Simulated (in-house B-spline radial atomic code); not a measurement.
# Bi²⁷⁺: excited configurations in jj coupling

Aim: the energies of several excited configurations of Bi²⁷⁺ above a reference configuration, each from its own self-consistent run.

Program: in-house B-spline radial atomic code version 1. Level of theory: Dirac-Hartree-Fock, average of configuration, Fermi nucleus, basis-set limit. These are calculated values, not measurements, unless marked.

## 1. Starting point

```
element       : bismuth (Z = 83)
charge        : +27
electrons     : 56
configuration : 1s2 2s2 2p6 3s2 3p6 3d10 4s2 4p6 4d10 4f-6 4f+4
Hamiltonian   : Dirac-Coulomb
nucleus       : Fermi, rms radius 5.521 fm
```

In configurations, a minus sign after the shell means j = l − 1/2 and a plus sign j = l + 1/2; the count of electrons follows.

Settings of the run:

```ini
Z = 83
electrons = 56.0
configuration = 1s2 2s2 2p6 3s2 3p6 3d10 4s2 4p6 4d10 4f-6 4f+4
hamiltonian = dirac
method = hf
spin_polarised = False
nucleus = fermi
rms_radius = 5.5211
mass_number = 209
atomic_mass = 208.980398599
speed_of_light = 137.035999084
```

This reference run was done before. Its total energy is -21233.667270 hartree, and its levels are (the highest eight at most):

```
orbital  occupation  energy (eV)  <r> (bohr)
  3d5/2           6     -3437.11      0.1589
  4s1/2           2     -1738.92      0.3699
  4p1/2           2     -1608.04      0.3695
  4p3/2           4     -1464.42      0.3989
  4d3/2           4     -1252.49      0.3963
  4d5/2           6     -1216.44      0.4061
  4f5/2           6      -946.53      0.3920
  4f7/2           4      -936.73      0.3967
```

## 2. Configuration 1s2 2s2 2p6 3s2 3p6 3d10 4s2 4p6 4d10 4f-2 4f+7 6d+1

Settings of the run:

```ini
Z = 83
electrons = 56.0
configuration = 1s2 2s2 2p6 3s2 3p6 3d10 4s2 4p6 4d10 4f-2 4f+7 6d+1
hamiltonian = dirac
method = hf
spin_polarised = False
nucleus = fermi
rms_radius = 5.5211
mass_number = 209
atomic_mass = 208.980398599
speed_of_light = 137.035999084
```

## 3. 1s2 2s2 2p6 3s2 3p6 3d10 4s2 4p6 4d10 4f-3 4f+7

The settings differ from step 2 so:

```diff
@@ -2,3 +2,3 @@
 electrons = 56.0
-configuration = 1s2 2s2 2p6 3s2 3p6 3d10 4s2 4p6 4d10 4f-2 4f+7 6d+1
+configuration = 1s2 2s2 2p6 3s2 3p6 3d10 4s2 4p6 4d10 4f-3 4f+7
 hamiltonian = dirac
```

## 4. Run with 1s2 2s2 2p6 3s2 3p6 3d10 4s2 4p6 4d10 4f-5 4f+5

The settings differ from step 3 so:

```diff
@@ -2,3 +2,3 @@
 electrons = 56.0
-configuration = 1s2 2s2 2p6 3s2 3p6 3d10 4s2 4p6 4d10 4f-3 4f+7
+configuration = 1s2 2s2 2p6 3s2 3p6 3d10 4s2 4p6 4d10 4f-5 4f+5
 hamiltonian = dirac
```

Before running: How far above the reference does each configuration lie (order and size, in eV)?

As calculated:

| net move | configuration | energy above the reference (eV) | with Breit, QED, recoil (eV) | largest <r> (bohr) |
| --- | --- | --- | --- | --- |
| 4f5/2 → 4f7/2 | 1s2 2s2 2p6 3s2 3p6 3d10 4s2 4p6 4d10 4f-5 4f+5 | 8.671 | 8.393 | 0.406 |
| 3×4f5/2 → 3×4f7/2 | 1s2 2s2 2p6 3s2 3p6 3d10 4s2 4p6 4d10 4f-3 4f+7 | 20.521 | 19.876 | 0.405 |
| 4×4f5/2 → 3×4f7/2, 6d5/2 | 1s2 2s2 2p6 3s2 3p6 3d10 4s2 4p6 4d10 4f-2 4f+7 6d+1 | 555.81 | 555.19 | 1.32 |

What this shows: The energies run from 8.671 eV (4f5/2 → 4f7/2) to 555.81 eV (4×4f5/2 → 3×4f7/2, 6d5/2). These are averages over configurations, without correlation, not spectroscopic levels.
